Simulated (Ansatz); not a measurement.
This script makes cell relaxations under several functionals of GaAs, space group F-43m with Ansatz 0.2.0, Python API.

`gaas.xyz`
```text
2
Lattice="0.0 2.82685 2.82685 2.82685 0.0 2.82685 2.82685 2.82685 0.0" Properties=species:S:1:pos:R:3 pbc="T T T"
Ga    0.00000000    0.00000000    0.00000000
As    1.41342500    1.41342500    1.41342500
```

Script `lattice_gaas.py`:
```python
'''Relaxed cell of GaAs under several functionals.'''

import ansatz as az
import numpy as np

config = {
    'occupations': 'Fixed',
}

def edges_and_angles(cell):
    cell = np.asarray(cell)
    a, b, c = np.linalg.norm(cell, axis=1)
    cosines = cell[1] @ cell[2] / (b * c), cell[0] @ cell[2] / (a * c), cell[0] @ cell[1] / (a * b)
    return (a, b, c, *np.degrees(np.arccos(cosines)))

structure = az.Crystal.from_extxyz('gaas.xyz')

model = (
    structure.calculation()
    .basis(41 * az.Ry)
    .occupations(config['occupations'])
    .kpoints(6)
    .relax(cell=True)
)

levels = [('r2scan', 'none'), ('r2scan', 'rvv10'), ('revpbe', 'd3bj')]
print('level            a       b       c    alpha   beta  gamma  V/atom  steps')
for name, dispersion in levels:
    seen = []
    run = model.functional(name, dispersion=dispersion).session().plan()
    done = run.execute(on_event=lambda e: seen.append(e) if e['event'] == 'relax_step' else None)
    cell = done.lattice.cell_ang
    label = name if dispersion == 'none' else f'{name}+{dispersion}'
    print('{:13s} {:7.4f} {:7.4f} {:7.4f} {:6.2f} {:6.2f} {:6.2f}'.format(label, *edges_and_angles(cell)), f'{abs(np.linalg.det(cell)) / len(done.lattice.sites):7.3f} {len(seen):5d}')
```

Rank the levels of theory by the volume of the relaxed cell.

From smallest to largest: r2SCAN+RVV10 (22.51 Å³ an atom, -0.4 % against the start), revPBE+D3BJ (22.55 Å³ an atom, -0.2 % against the start) and r2SCAN (22.74 Å³ an atom, +0.7 % against the start). The spread is 1.0 % in volume.

The run itself:

Running `python lattice_gaas.py` prints:
```text
level            a       b       c    alpha   beta  gamma  V/atom  steps
r2scan         4.0067  4.0067  4.0067  60.00  60.00  60.00  22.741     4
r2scan+rvv10   3.9930  3.9930  3.9930  60.00  60.00  60.00  22.508     3
revpbe+d3bj    3.9955  3.9955  3.9955  60.00  60.00  60.00  22.551     3
```

Reading the output:
- Forces vanish by symmetry, so the ions can't move, and the end may be a saddle.
- Edges and angles are those of the cell as typed, here a primitive one, not of the conventional cell.
- The starting cell is as deposited in a crystallographic database; the results hold for this polymorph, which needn't be the stable one.
- The whole script took 39 s on 1 thread of Arm Neoverse V1, on a shared host, peak memory 0.64 GiB.
